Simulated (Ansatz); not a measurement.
# ZrTeBr6: the cost of one run

Computed with Ansatz 0.2.0 (DFT PBE, scalar-relativistic, plane waves, PAW, unless a step's input says otherwise).

### 1 The starting structure

Symmetry: Pm-3, No. 200, cubic system. The conventional cell has a = 5.859 Å, b = 5.859 Å, c = 5.859 Å, α = 90.00°, β = 90.00°, γ = 90.00°. Zr (site symmetry m-3) is surrounded by 12 Br at 3.27 Å. Te (site symmetry m-3) has 12 Br at 3.28 Å as nearest neighbours. Around Br (site symmetry mm2) lie 2 Br at 2.91 to 2.95 Å and 2 Zr at 3.27 Å and 2 Te at 3.28 Å.

As a file:

```
Zr Te Br
1.0
     5.85876    0.00000    0.00000
     0.00000    5.85876    0.00000
     0.00000    0.00000    5.85876
Zr Te Br
1 1 6
Direct
  0.50000 0.50000 0.50000
  0.00000 0.00000 0.00000
  0.00000 0.50000 0.74837
  0.50000 0.25163 0.00000
  0.74837 0.00000 0.50000
  0.00000 0.50000 0.25163
  0.50000 0.74837 0.00000
  0.25163 0.00000 0.50000
```

It is the end of an earlier relaxation with the same method, from a database cell with other species swapped in; it needn't be the stable form of this composition. At a tolerance of 0.05 Å it has space group Pm-3 (No. 200); it has 25.14 Å³/atom, an uncorrected energy of -0.02 eV/atom over the elements.

### 2 Bands, states and charges

input.yaml

```yaml
crystal:
  lattice:
    - [5.8587594231, 0.0, 0.0]
    - [0.0, 5.8587594231, 0.0]
    - [0.0, 0.0, 5.8587594231]
  atoms:
    - { symbol: Zr, position: [0.5, 0.5, 0.5] }
    - { symbol: Te, position: [0.0, 0.0, 0.0] }
    - { symbol: Br, position: [0.0, 0.5, 0.7483686309] }
    - { symbol: Br, position: [0.5, 0.2516313691, 0.0] }
    - { symbol: Br, position: [0.7483686309, 0.0, 0.5] }
    - { symbol: Br, position: [0.0, 0.5, 0.2516313691] }
    - { symbol: Br, position: [0.5, 0.7483686309, 0.0] }
    - { symbol: Br, position: [0.2516313691, 0.0, 0.5] }
basis:
  ecutwfc: 420
kpoints:
  mp_grid: { grid: [6, 6, 6] }
  band_path:
    path:
      - [[0.0, 0.0, 0.0], [0.0, 0.5, 0.0], [0.5, 0.5, 0.0], [0.0, 0.0, 0.0], [0.5, 0.5, 0.5], [0.0, 0.5, 0.0]]
      - [[0.5, 0.5, 0.5], [0.5, 0.5, 0.0], [0.5, 0.0, 0.0]]
    npoints: 14
hamiltonian:
  xc: pbe
scf:
  occupations: { method: gaussian, width: 0.1 }
  n_extra_bands: 20
output:
  forces: true
  stress: true
  eigenvalues: true
  populations: true
  dos: { projected: true, de: 0.02, nscf_kmesh: { grid: [8, 8, 8] } }
  bader: true
```

The run is started by

```console
$ ansatz run input.yaml --threads 1 --pin off --max-ram 2048MiB --backend cpu --events-out ev --progress --plain --runs-dir out
```

Q: Estimate wall time and peak memory on 1 thread of Arm Neoverse V2, shared host.

About 86 s, with a peak of 0.81 GiB.
